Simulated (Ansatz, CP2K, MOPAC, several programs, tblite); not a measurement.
# Ga4Sb3P: cheap methods against density-functional theory

Aim: run Ga4Sb3P through methods of unlike cost and see what each gets, and at what price.

Program: MOPAC, tblite, CP2K, Ansatz (versions at each run). Level of theory: no spin polarisation, static lattice; gaps from single points on the cell relaxed beforehand with r²SCAN. These are calculated values, not measurements.

4 further runs of the same task are left out: 4 set aside as unsound or not needed.

### Step 1. The structure to begin with

The structure is orthorhombic, space group Pmm2 (No. 25). Conventional cell: a = 4.219 Å, b = 8.443 Å, c = 5.943 Å, α = 90.00°, β = 90.00°, γ = 90.00°. P (site symmetry mm2) is surrounded by 4 Ga at 2.39 to 2.47 Å. Ga (site symmetry mm2) has 2 P at 2.47 Å and 2 Sb at 2.64 Å in its first shell of neighbours. Sb (site symmetry m) has 4 Ga at 2.62 to 2.64 Å in its first shell of neighbours. Ga (site symmetry m) has 1 P at 2.39 Å and 3 Sb at 2.63 to 2.68 Å in its first shell of neighbours. Sb (site symmetry mm2) has 4 Ga at 2.62 to 2.68 Å in its first shell of neighbours. Ga (site symmetry mm2) has 4 Sb at 2.62 Å in its first shell of neighbours.

As a file:

```
P Ga Sb
1.0
     4.21878    0.00000    0.00000
     0.00000    8.44250    0.00000
     0.00000    0.00000    5.94310
P Ga Sb
1 4 3
Direct
  0.00000 0.00000 0.00099
  0.50000 0.00000 0.78612
  0.00000 0.77074 0.23691
  0.50000 0.50000 0.73789
  0.00000 0.22926 0.23691
  0.50000 0.76103 0.50030
  0.00000 0.50000 0.00056
  0.50000 0.23897 0.50030
```

The structure type (ordered alloy on zincblende lattice) is imposed and need not be the compound's stable one.

**Question.** The methods are PM6, PM7, GFN1-xTB (tblite), PBE/DZVP, PBE/SZV, coarse PBE, PBE, r2SCAN. What gap does r2SCAN give on this cell, and which other methods (full PBE left aside) come nearest to r2SCAN and farthest in gap, volume and bulk modulus?

```
                                               quantity                                          value
                                                 r2SCAN          gap 0.35 eV, 26.46 Å³/atom, B₀ 60 GPa
         gap: nearest and farthest of the other methods        PBE/SZV (-0.03 eV), PBE/DZVP (-0.35 eV)
      volume: nearest and farthest of the other methods  PBE/DZVP (+4.9 %), GFN1-xTB (tblite) (+9.5 %)
bulk modulus: nearest and farthest of the other methods                PBE/SZV (+1 %), PBE/DZVP (-7 %)
```

For the gap, of the 4 methods compared (full PBE left aside), PBE/SZV comes nearest to r2SCAN and PBE/DZVP is farthest. Among the 3 methods compared for the volume (full PBE left aside), PBE/DZVP is nearest to r2SCAN and GFN1-xTB (tblite) farthest. For the bulk modulus, of the 3 methods compared (full PBE left aside), PBE/SZV comes nearest to r2SCAN and PBE/DZVP is farthest. A minimal basis or a coarse cutoff and mesh shifts results by its own error, so closeness to r2SCAN can be chance. Cluster runs see only the k-points that fold onto the zone centre, so their gaps can miss the band edges. PM7, PM6 ended in an unphysical state and are left out of the comparison. No volume is given for coarse PBE, which can hide a larger miss. CPU times run from 2.4 s (GFN1-xTB (tblite)) to 97 s (r2SCAN). PBE/DZVP, coarse PBE, PBE disagree with r2SCAN even on whether there is a gap. r2SCAN is a yardstick, not the truth: it usually gives gaps below the measured ones. Spin-orbit coupling is left out throughout, and with elements this heavy it can close so small a gap.
